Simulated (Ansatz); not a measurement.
# ClF₂H₃O₃Si₂: up Jacob's ladder to CCSD(T)

One table from this session's results is given with a row withheld; the runs are named, their logs left out.

The runs use Ansatz 0.2.0, Gaussian basis; functionals in def2-TZVPP, the program's frozen cores in correlated methods.

The runs, in order: LDA (SPW92), PBE-D4, revPBE-D4, BLYP-D4, r2SCAN-D4, B97M-V, PBE0-D4, B3LYP-D4, r2SCANh-D4, r2SCAN0-D4, HSE06-D4, BHLYP-D4, CAM-B3LYP-D4, LC-ωPBE, ωB97X-V, ωB97M-V, B2PLYP, PBE-QIDH; CCSD(T)/def2-SVP; CCSD(T)/def2-TZVPP; MP2/def2-QZVPP; extrapolation to the limit; RPA on PBE.

## The geometry

All runs share one geometry, relaxed beforehand with PBE0-D4 in a triple-zeta def2 set.

SMILES `O[SiH](Cl)O[Si](O)(F)F`, 11 atoms, charge 0, spin multiplicity 1.

Atoms are counted from 1 here; the program's logs count them from 0.

Bond lengths: O1–Si2 1.621 Å, O1–H9 0.962 Å, Si2–Cl3 2.045 Å, Si2–O4 1.638 Å, Si2–H10 1.465 Å, O4–Si5 1.601 Å, Si5–O6 1.622 Å, Si5–F7 1.574 Å, Si5–F8 1.575 Å, O6–H11 0.958 Å. Angles: Si2–O1–H9 117.4°, O1–Si2–Cl3 111.3°, O1–Si2–O4 110.9°, O1–Si2–H10 108.6°, Cl3–Si2–O4 107.0°, Cl3–Si2–H10 109.4°, O4–Si2–H10 109.6°, Si2–O4–Si5 137.8°, O4–Si5–O6 107.5°, O4–Si5–F7 110.0°, O4–Si5–F8 111.3°, O6–Si5–F7 111.3°, O6–Si5–F8 110.8°, F7–Si5–F8 105.9°, Si5–O6–H11 119.8°.

The first run:

in.yaml

```yaml
crystal:
  periodic: [false, false, false]
  atoms:
    - {symbol: O, position_ang: [-0.261774, -1.965719, -0.821393]}
    - {symbol: Si, position_ang: [-1.232817, -1.132561, 0.173519]}
    - {symbol: Cl, position_ang: [-0.979292, -1.712609, 2.117883]}
    - {symbol: O, position_ang: [-0.901775, 0.470238, 0.106078]}
    - {symbol: Si, position_ang: [0.388642, 1.410764, -0.010879]}
    - {symbol: O, position_ang: [1.658017, 0.458022, -0.344763]}
    - {symbol: F, position_ang: [0.169077, 2.488263, -1.137235]}
    - {symbol: F, position_ang: [0.629605, 2.219757, 1.318457]}
    - {symbol: H, position_ang: [0.676722, -1.757044, -0.800419]}
    - {symbol: H, position_ang: [-2.622692, -1.364835, -0.226859]}
    - {symbol: H, position_ang: [2.541586, 0.828822, -0.353688]}
basis:
  gaussian: {orbitals: def2-TZVPP}
hamiltonian: {xc: lda}
output: {orbitals: {seedname: orbitals}}
```

Launch:

```console
$ ansatz run in.yaml --threads 2 --pin off --events-out ev --progress --plain --max-ram 31744MiB --backend cpu
```

Among the steps run: LDA; PBE-D4 (GGA); revPBE-D4 (GGA); BLYP-D4 (GGA); r2SCAN-D4 (meta-GGA); B97M-V (meta-GGA); B3LYP-D4 (hybrid); r2SCANh-D4 (hybrid); r2SCAN0-D4 (hybrid); HSE06-D4 (hybrid); BHLYP-D4 (hybrid); CAM-B3LYP-D4 (range-separated); LC-ωPBE (range-separated); ωB97X-V (range-separated); ωB97M-V (range-separated); B2PLYP (double hybrid); PBE-QIDH (double hybrid).

One of the session's tables, all rows but one given; the rest of the session is left out.

It belongs to the step «Orbital energies across the functionals». 

| functional | HOMO (eV) | gap (eV) |
| --- | --- | --- |
| LDA (SPW92) | -7.92 | 6.80 |
| PBE-D4 | -7.74 | 6.85 |
| revPBE-D4 | -7.68 | 6.89 |
| BLYP-D4 | -7.59 | 6.66 |
| r2SCAN-D4 | -8.14 | 7.88 |
| B97M-V | -8.24 | 7.62 |
| PBE0-D4 | -9.29 | 9.31 |
| B3LYP-D4 | -9.00 | 8.62 |
| r2SCANh-D4 | -8.71 | 8.73 |
| r2SCAN0-D4 | -9.56 | 9.98 |
| HSE06-D4 | -8.89 | 8.53 |
| BHLYP-D4 | -10.67 | 11.34 |
| CAM-B3LYP-D4 | -10.70 | 11.48 |
| LC-ωPBE | ? | ? |
| ωB97X-V | -11.76 | 13.72 |
| ωB97M-V | -11.62 | 13.12 |

Q: Estimate the row for LC-ωPBE from the others.

As computed: HOMO (eV): -12.14; gap (eV): 14.31. In the column «HOMO (eV)» it is the lowest.
